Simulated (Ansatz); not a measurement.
# FH₆N₃Sn: a ladder of functionals and wavefunction methods

An exercise on one series of results from a longer session: the logs are not shown, and one member is left open.

Program: Ansatz 0.2.0, Gaussian basis. Level of theory: functionals in def2-TZVPP, the program's frozen cores in correlated methods. These are calculated values, not measurements.

Levels to be run: LDA (SPW92), PBE-D4, revPBE-D4, BLYP-D4, r2SCAN-D4, B97M-V, PBE0-D4, B3LYP-D4, r2SCANh-D4, r2SCAN0-D4, HSE06-D4, BHLYP-D4, CAM-B3LYP-D4, LC-ωPBE, ωB97X-V, ωB97M-V, B2PLYP, PBE-QIDH; CCSD(T)/def2-SVP; CCSD(T)/def2-TZVPP; MP2/def2-QZVPP; extrapolation to the limit; RPA on PBE.

## Structure used throughout

The geometry comes from an earlier relaxation with PBE0-D4 in a triple-zeta def2 set; it is a stationary point, not always the lowest conformer. Sn takes the def2 core potential; no spin-orbit term is included.

SMILES `[NH2][Sn]([NH2])([NH2])[F]`, 11 atoms, charge 0, spin multiplicity 1.

Atoms are counted from 1 here; the program's logs count them from 0.

Bond lengths: N1–Sn2 2.002 Å, N1–H6 1.012 Å, N1–H7 1.012 Å, Sn2–N3 2.002 Å, Sn2–N4 2.002 Å, Sn2–F5 1.937 Å, N3–H8 1.012 Å, N3–H9 1.012 Å, N4–H10 1.012 Å, N4–H11 1.012 Å. Angles: Sn2–N1–H6 113.6°, Sn2–N1–H7 112.6°, H6–N1–H7 108.3°, N1–Sn2–N3 110.7°, N1–Sn2–N4 110.8°, N1–Sn2–F5 108.2°, N3–Sn2–N4 110.7°, N3–Sn2–F5 108.3°, N4–Sn2–F5 108.1°, Sn2–N3–H8 112.6°, Sn2–N3–H9 113.6°, H8–N3–H9 108.3°, Sn2–N4–H10 113.6°, Sn2–N4–H11 112.6°, H10–N4–H11 108.3°.

As a file:

```
N    -1.7682    0.5621   -0.5451
Sn    0.1104    0.2005    0.0457
N     0.1250   -0.8811    1.7306
N     1.1426   -0.7258   -1.3986
F     0.9698    1.8987    0.4069
H    -1.9130    1.5050   -0.8822
H    -2.4476    0.3759    0.1815
H     0.8302   -1.6069    1.7211
H     0.2505   -0.3265    2.5674
H     2.0860   -0.3774   -1.5092
H     0.6796   -0.6815   -2.2974
```

Set-up of the first run:

Input file in.yaml:

```yaml
crystal:
  periodic: [false, false, false]
  atoms:
    - {symbol: N, position_ang: [-1.768225, 0.562061, -0.545074]}
    - {symbol: Sn, position_ang: [0.110427, 0.200486, 0.045663]}
    - {symbol: N, position_ang: [0.125022, -0.881125, 1.730576]}
    - {symbol: N, position_ang: [1.142552, -0.725767, -1.398595]}
    - {symbol: F, position_ang: [0.969818, 1.898733, 0.406938]}
    - {symbol: H, position_ang: [-1.912955, 1.504950, -0.882235]}
    - {symbol: H, position_ang: [-2.447600, 0.375926, 0.181526]}
    - {symbol: H, position_ang: [0.830238, -1.606904, 1.721055]}
    - {symbol: H, position_ang: [0.250492, -0.326498, 2.567431]}
    - {symbol: H, position_ang: [2.086003, -0.377362, -1.509155]}
    - {symbol: H, position_ang: [0.679626, -0.681501, -2.297429]}
basis:
  gaussian: {orbitals: def2-TZVPP}
hamiltonian: {xc: lda}
output: {orbitals: {seedname: orbitals}}
```

Run with:

```
ansatz run in.yaml --threads 4 --pin off --events-out ev --progress --plain --max-ram 10444MiB
```

Among the steps run: LDA; PBE-D4 (GGA); revPBE-D4 (GGA); BLYP-D4 (GGA); r2SCAN-D4 (meta-GGA); B97M-V (meta-GGA); B3LYP-D4 (hybrid); r2SCANh-D4 (hybrid); r2SCAN0-D4 (hybrid); HSE06-D4 (hybrid); BHLYP-D4 (hybrid); CAM-B3LYP-D4 (range-separated); LC-ωPBE (range-separated); ωB97X-V (range-separated); ωB97M-V (range-separated); B2PLYP (double hybrid); PBE-QIDH (double hybrid).

One of the session's tables, all rows but one given; the rest of the session is left out.

It belongs to the step «Frontier levels by functional». 

```
  functional  HOMO (eV)  gap (eV)
 LDA (SPW92)      -6.48      4.52
      PBE-D4      -6.29      4.60
   revPBE-D4      -6.22      4.64
     BLYP-D4      -6.17      4.47
   r2SCAN-D4      -6.62      5.26
      B97M-V      -6.69      5.18
     PBE0-D4      -7.78      7.04
    B3LYP-D4      -7.52      6.41
  r2SCANh-D4      -7.18      6.15
  r2SCAN0-D4      -8.02      7.49
    HSE06-D4          ?         ?
    BHLYP-D4      -9.18      9.25
CAM-B3LYP-D4      -9.24      9.39
     LC-ωPBE     -10.67     12.20
     ωB97X-V     -10.28     11.58
     ωB97M-V     -10.19     11.20
```

Q: Estimate the row for HSE06-D4 from the others.

**Answer.** HOMO (eV): -7.37; gap (eV): 6.25. In the column «HOMO (eV)» it lies between B3LYP-D4 (-7.52) and r2SCANh-D4 (-7.18).
